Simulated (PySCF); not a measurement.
# Xenon: the same states on changed settings, part 1 of 2

These states were run before on sound settings. What differs here: initial guess atom, at most 50 SCF cycles. What does it move?

Method: unrestricted determinants in a Gaussian basis, no spin-orbit coupling in the energies. Code: PySCF 2.14.0.

6 further runs of the same task are left out: 6 that didn't finish.

## (1) What is computed

```
Element                                   : xenon (Z = 54)
Basis                                     : jorge-DZP-DKH
Hamiltonian                               : the spin-free X2C one-electron Hamiltonian (Gaussian nucleus)
State 1                                   : Xe: [Xe], closed-shell 1S
State 2                                   : Xe⁺: [Kr] 4d10 5s2 5p5, 2P determinant
Methods                                   : UHF, BP86, TPSS, MP2, CCSD(T)
Core shells frozen in the correlated runs : valence: [Kr] 4d10 (for Xe)
```

Outer shells as boxes (Hund's rule):

Xe [Xe]
```
[Kr] core
4d [↑↓][↑↓][↑↓][↑↓][↑↓]
5s [↑↓]
5p [↑↓][↑↓][↑↓]
```

Xe+ [Kr] 4d10 5s2 5p5
```
[Kr] core
4d [↑↓][↑↓][↑↓][↑↓][↑↓]
5s [↑↓]
5p [↑↓][↑↓][↑ ]
```

The sound run (jorge-DZP-DKH, the spin-free X2C one-electron Hamiltonian (Gaussian nucleus), symmetry-adapted start, fine grid, valence correlation) gave:

```
species             method  energy (hartree)
     Xe                UHF       -7436.78522
     Xe               BP86       -7440.61874
     Xe               TPSS       -7439.44650
     Xe      MP2 (valence)       -7436.82103
     Xe  CCSD(T) (valence)       -7436.82559
    Xe⁺                UHF       -7436.35335
    Xe⁺               BP86       -7440.15268
    Xe⁺               TPSS       -7438.98315
    Xe⁺      MP2 (valence)       -7436.38472
    Xe⁺  CCSD(T) (valence)       -7436.38947
```

The runs were made by one driver on top of PySCF. The scripts below sum up each run's settings (the driver also hands on starting orbitals that pick excited configurations, and frozen orbitals as a list rather than a count), and the logs come from the driver's own runs.

It was started by

```bash
$ OMP_NUM_THREADS=1 python atomrun2.py TASK.json OUT
```

The integrals over 48 functions and the set-up took 0.32 s of CPU time.

## (2) Changed run, Xe, method by method

#### UHF

Input file input.py:

```python
from pyscf import gto, scf, dft, mp, cc
import basis_set_exchange as bse
mol = gto.M(atom="Xe 0 0 0", charge=0, spin=0, symmetry="D2h",
            basis=gto.basis.parse(bse.get_basis("jorge-DZP-DKH", elements=["Xe"], fmt="nwchem", header=False)),
            nucmod="G")
mf = scf.UHF(mol).sfx2c1e()
mf.irrep_nelec = {'Ag': (9, 9), 'B1g': (2, 2), 'B2g': (2, 2), 'B3g': (2, 2), 'B1u': (4, 4), 'B2u': (4, 4), 'B3u': (4, 4)}
mf.init_guess = "atom"
mf.max_cycle = 50
mf.kernel()
```

The program printed:

```text
damping factor = 0
level_shift factor = 0
DIIS = <class 'pyscf.scf.diis.CDIIS'>
diis_start_cycle = 1
diis_space = 10
diis_damp = 0
SCF conv_tol = 1e-09
SCF conv_tol_grad = None
number electrons alpha = 27  beta = 27
irrep_nelec {'Ag': (9, 9), 'B1g': (2, 2), 'B2g': (2, 2), 'B3g': (2, 2), 'Au': (0, 0), 'B1u': (4, 4), 'B2u': (4, 4), 'B3u': (4, 4)}
alpha HOMO (B3u) = -0.488067801542861  LUMO (B1u) = 0.32547945019499
  HOMO = -0.488067801543  LUMO = 0.325479450195  gap/eV = 22.13775
cycle= 1 E= -7436.74786371549  delta_E= -101  |g|= 2.22  |ddm|= 2.59
alpha HOMO (B3u) = -0.445232553995197  LUMO (B1u) = 0.339231658661156
  HOMO = -0.445232553995  LUMO = 0.339231658661  gap/eV = 21.34636
cycle= 2 E= -7436.78472131686  delta_E= -0.0369  |g|= 0.158  |ddm|= 0.212
alpha HOMO (B3u) = -0.454948042492553  LUMO (B1u) = 0.335503127208071
  HOMO = -0.454948042493  LUMO = 0.335503127208  gap/eV = 21.50927
cycle= 3 E= -7436.78521237479  delta_E= -0.000491  |g|= 0.00858  |ddm|= 0.0885
alpha HOMO (B3u) = -0.452580913014586  LUMO (B1u) = 0.336189157689574
  HOMO = -0.452580913015  LUMO = 0.33618915769  gap/eV = 21.46353
cycle= 4 E= -7436.78521900048  delta_E= -6.63e-06  |g|= 0.000733  |ddm|= 0.0071
alpha HOMO (B3u) = -0.452720710788256  LUMO (B1u) = 0.336116454844607
  HOMO = -0.452720710788  LUMO = 0.336116454845  gap/eV = 21.46535
cycle= 5 E= -7436.78521920507  delta_E= -2.05e-07  |g|= 0.000114  |ddm|= 0.00285
alpha HOMO (B3u) = -0.452703197362119  LUMO (B1u) = 0.336114825813944
  HOMO = -0.452703197362  LUMO = 0.336114825814  gap/eV = 21.46483
cycle= 6 E= -7436.78521921523  delta_E= -1.02e-08  |g|= 3.67e-06  |ddm|= 0.00068
alpha HOMO (B3u) = -0.452705508051217  LUMO (B1u) = 0.336113884128373
  HOMO = -0.452705508051  LUMO = 0.336113884128  gap/eV = 21.46487
cycle= 7 E= -7436.78521921523  delta_E= -1.82e-12  |g|= 2.77e-07  |ddm|= 2.07e-05
converged SCF energy = -7436.78521921523  <S^2> = -1.4210855e-14  2S+1 = 1
```

It took 0.62 s on 1 thread of Neoverse-N1, shared host, the integrals not counted.

Orbital energies by shell (radii are means over both spins):

```
shell  electrons  mean orbital energy (eV)  spread (eV)  rms radius (bohr)
   1s          2                  -34774.7            0             0.0305
   2s          2                   -5552.1            0              0.124
   2p          6                   -4986.3            0              0.111
   3s          2                   -1208.1            0              0.325
   3p          6                   -1019.9            0              0.324
   3d         10                   -739.79            0              0.299
   4s          2                   -246.30            0              0.747
   4p          6                   -181.76            0              0.793
   4d         10                   -66.381            0               1.00
   5s          2                   -29.140            0               1.97
   5p          6                   -12.319            0               2.44
```

⟨S²⟩ = 0.000, ⟨L²⟩ = 0.00.

#### BP86

Changes to input.py:

```diff
@@ -5,3 +5,3 @@
             nucmod="G")
-mf = scf.UHF(mol).sfx2c1e()
+mf = dft.UKS(mol, xc="B88,P86").sfx2c1e()
 mf.irrep_nelec = {'Ag': (9, 9), 'B1g': (2, 2), 'B2g': (2, 2), 'B3g': (2, 2), 'B1u': (4, 4), 'B2u': (4, 4), 'B3u': (4, 4)}
```

The program printed:

```text
damping factor = 0
level_shift factor = 0
DIIS = <class 'pyscf.scf.diis.CDIIS'>
diis_start_cycle = 1
diis_space = 10
diis_damp = 0
SCF conv_tol = 1e-09
SCF conv_tol_grad = None
number electrons alpha = 27  beta = 27
irrep_nelec {'Ag': (9, 9), 'B1g': (2, 2), 'B2g': (2, 2), 'B3g': (2, 2), 'Au': (0, 0), 'B1u': (4, 4), 'B2u': (4, 4), 'B3u': (4, 4)}
XC functionals = B88,P86
    A. D. Becke.,  Phys. Rev. A 38, 3098 (1988)
    J. P. Perdew.,  Phys. Rev. B 33, 8822 (1986)
alpha HOMO (B3u) = -0.350715597269939  LUMO (B1u) = 0.190668846153116
  HOMO = -0.35071559727  LUMO = 0.190668846153  gap/eV = 14.73182
cycle= 1 E= -7440.50861128718  delta_E= -101  |g|= 6.24  |ddm|= 3.41
alpha HOMO (B3u) = -0.272412803223922  LUMO (B1u) = 0.227468320814587
  HOMO = -0.272412803224  LUMO = 0.227468320815  gap/eV = 13.60246
cycle= 2 E= -7440.61048145573  delta_E= -0.102  |g|= 0.467  |ddm|= 0.985
alpha HOMO (B3u) = -0.320365557991934  LUMO (B1u) = 0.201780859507288
  HOMO = -0.320365557992  LUMO = 0.201780859507  gap/eV = 14.20833
cycle= 3 E= -7440.61746645224  delta_E= -0.00698  |g|= 0.0836  |ddm|= 0.508
alpha HOMO (B3u) = -0.299828130042997  LUMO (B1u) = 0.212890666750411
  HOMO = -0.299828130043  LUMO = 0.21289066675  gap/eV = 13.95179
cycle= 4 E= -7440.61868414122  delta_E= -0.00122  |g|= 0.0124  |ddm|= 0.194
alpha HOMO (B3u) = -0.303699017566672  LUMO (B1u) = 0.210813441958841
  HOMO = -0.303699017567  LUMO = 0.210813441959  gap/eV = 14.00060
cycle= 5 E= -7440.61873528727  delta_E= -5.11e-05  |g|= 0.000211  |ddm|= 0.0342
alpha HOMO (B3u) = -0.303568753143928  LUMO (B1u) = 0.210897490862074
  HOMO = -0.303568753144  LUMO = 0.210897490862  gap/eV = 13.99934
cycle= 6 E= -7440.61873531656  delta_E= -2.93e-08  |g|= 9.42e-06  |ddm|= 0.000895
alpha HOMO (B3u) = -0.303576505545863  LUMO (B1u) = 0.210893880504791
  HOMO = -0.303576505546  LUMO = 0.210893880505  gap/eV = 13.99945
cycle= 7 E= -7440.61873531663  delta_E= -7.19e-11  |g|= 2.49e-08  |ddm|= 4.36e-05
converged SCF energy = -7440.61873531663  <S^2> = -1.7763568e-14  2S+1 = 1
```

Time after the integrals: 1.5 s (1 thread of Neoverse-N1, shared host).

#### TPSS

Changes to input.py:

```diff
@@ -5,3 +5,3 @@
             nucmod="G")
-mf = dft.UKS(mol, xc="B88,P86").sfx2c1e()
+mf = dft.UKS(mol, xc="TPSS").sfx2c1e()
 mf.irrep_nelec = {'Ag': (9, 9), 'B1g': (2, 2), 'B2g': (2, 2), 'B3g': (2, 2), 'B1u': (4, 4), 'B2u': (4, 4), 'B3u': (4, 4)}
```

The program printed:

```text
damping factor = 0
level_shift factor = 0
DIIS = <class 'pyscf.scf.diis.CDIIS'>
diis_start_cycle = 1
diis_space = 10
diis_damp = 0
SCF conv_tol = 1e-09
SCF conv_tol_grad = None
number electrons alpha = 27  beta = 27
irrep_nelec {'Ag': (9, 9), 'B1g': (2, 2), 'B2g': (2, 2), 'B3g': (2, 2), 'Au': (0, 0), 'B1u': (4, 4), 'B2u': (4, 4), 'B3u': (4, 4)}
XC functionals = TPSS
    J. Tao, J. P. Perdew, V. N. Staroverov, and G. E. Scuseria.,  Phys. Rev. Lett. 91, 146401 (2003)
    J. P. Perdew, J. Tao, V. N. Staroverov, and G. E. Scuseria.,  J. Chem. Phys. 120, 6898 (2004)
    J. Tao, J. P. Perdew, V. N. Staroverov, and G. E. Scuseria.,  Phys. Rev. Lett. 91, 146401 (2003)
    J. P. Perdew, J. Tao, V. N. Staroverov, and G. E. Scuseria.,  J. Chem. Phys. 120, 6898 (2004)
alpha HOMO (B3u) = -0.349707990425159  LUMO (B1u) = 0.194288348613426
  HOMO = -0.349707990425  LUMO = 0.194288348613  gap/eV = 14.80289
cycle= 1 E= -7439.34960587324  delta_E= -101  |g|= 5.45  |ddm|= 3.23
alpha HOMO (B3u) = -0.27679225609856  LUMO (B1u) = 0.22464637122755
  HOMO = -0.276792256099  LUMO = 0.224646371228  gap/eV = 13.64484
cycle= 2 E= -7439.43925139744  delta_E= -0.0896  |g|= 0.427  |ddm|= 0.894
alpha HOMO (B3u) = -0.321298294562894  LUMO (B1u) = 0.203825020450616
  HOMO = -0.321298294563  LUMO = 0.203825020451  gap/eV = 14.28933
cycle= 3 E= -7439.44541059813  delta_E= -0.00616  |g|= 0.0754  |ddm|= 0.466
alpha HOMO (B3u) = -0.302062355816084  LUMO (B1u) = 0.212385796258921
  HOMO = -0.302062355816  LUMO = 0.212385796259  gap/eV = 13.99885
cycle= 4 E= -7439.44644994663  delta_E= -0.00104  |g|= 0.0114  |ddm|= 0.177
alpha HOMO (B3u) = -0.305746774794066  LUMO (B1u) = 0.210648786936389
  HOMO = -0.305746774794  LUMO = 0.210648786936  gap/eV = 14.05184
cycle= 5 E= -7439.44649519056  delta_E= -4.52e-05  |g|= 0.000205  |ddm|= 0.0315
alpha HOMO (B3u) = -0.30561695044365  LUMO (B1u) = 0.210695738033316
  HOMO = -0.305616950444  LUMO = 0.210695738033  gap/eV = 14.04958
cycle= 6 E= -7439.44649521858  delta_E= -2.8e-08  |g|= 7.88e-06  |ddm|= 0.000842
alpha HOMO (B3u) = -0.305623204053759  LUMO (B1u) = 0.210691616988164
  HOMO = -0.305623204054  LUMO = 0.210691616988  gap/eV = 14.04964
cycle= 7 E= -7439.44649521862  delta_E= -4.37e-11  |g|= 1.51e-08  |ddm|= 3.46e-05
converged SCF energy = -7439.44649521862  <S^2> = -1.7763568e-14  2S+1 = 1
```

It took 2.7 s on 1 thread of Neoverse-N1, shared host, the integrals not counted.

#### MP2 (valence)

Changes to input.py:

```diff
@@ -5,3 +5,3 @@
             nucmod="G")
-mf = dft.UKS(mol, xc="TPSS").sfx2c1e()
+mf = scf.UHF(mol).sfx2c1e()
 mf.irrep_nelec = {'Ag': (9, 9), 'B1g': (2, 2), 'B2g': (2, 2), 'B3g': (2, 2), 'B1u': (4, 4), 'B2u': (4, 4), 'B3u': (4, 4)}
@@ -10 +10,2 @@
 mf.kernel()
+mp.UMP2(mf, frozen=23).kernel()
```

The driver printed no log here.

Time after the integrals: 0.05 s (1 thread of Neoverse-N1, shared host).

With 8 electrons correlated, the MP2 correlation energy is -0.03581 hartree (-0.00911 same spin, -0.02671 opposite spin); the SCS form gives -0.03508. Largest pairs of shells: 5p-5p -0.0254, 5s-5p -0.0076, 5s-5s -0.0028.

#### CCSD(T) (valence)

Changes to input.py:

```diff
@@ -10,2 +10,3 @@
 mf.kernel()
-mp.UMP2(mf, frozen=23).kernel()
+mycc = cc.CCSD(mf, frozen=23).run()
+mycc.ccsd_t()
```

The program printed:

```text
CC2 = 0
CCSD nocc = 4, nmo = 25
frozen orbitals [0, 1, 2, 3, 4, 5, 6, 7, 8, 9, 10, 11, 12, 13, 14, 15, 16, 17, 18, 19, 20, 21, 22]
max_cycle = 100
direct = 0
conv_tol = 1e-08
conv_tol_normt = 1e-06
diis_space = 8
diis_start_cycle = 0
Init t2, MP2 energy = -7436.82103341359  E_corr(MP2) -0.0358141983546751
Init E_corr(CCSD) = -0.0358141983547107
cycle = 1  E_corr(CCSD) = -0.0394401064967926  dE = -0.00362590814  norm(t1,t2) = 0.011063
cycle = 2  E_corr(CCSD) = -0.0399410504567181  dE = -0.00050094396  norm(t1,t2) = 0.00298214
cycle = 3  E_corr(CCSD) = -0.0400801119457625  dE = -0.000139061489  norm(t1,t2) = 0.00100964
cycle = 4  E_corr(CCSD) = -0.0400686888169169  dE = 1.14231288e-05  norm(t1,t2) = 6.72379e-05
cycle = 5  E_corr(CCSD) = -0.0400688760216409  dE = -1.87204724e-07  norm(t1,t2) = 4.52598e-06
cycle = 6  E_corr(CCSD) = -0.0400688489020265  dE = 2.71196144e-08  norm(t1,t2) = 4.24657e-07
cycle = 7  E_corr(CCSD) = -0.0400688523480135  dE = -3.44598697e-09  norm(t1,t2) = 5.477e-08
CCSD converged
E(CCSD) = -7436.825288067581  E_corr = -0.04006885234801348
CCSD(T) correction = -0.000300284958768186
```

Time after the integrals: 0.16 s (1 thread of Neoverse-N1, shared host).

CCSD correlation -0.04007 hartree, triples -0.00030; total -7436.825588. T1 = 0.002, largest double amplitude 0.020.

(Continued in part 2 of 2.)
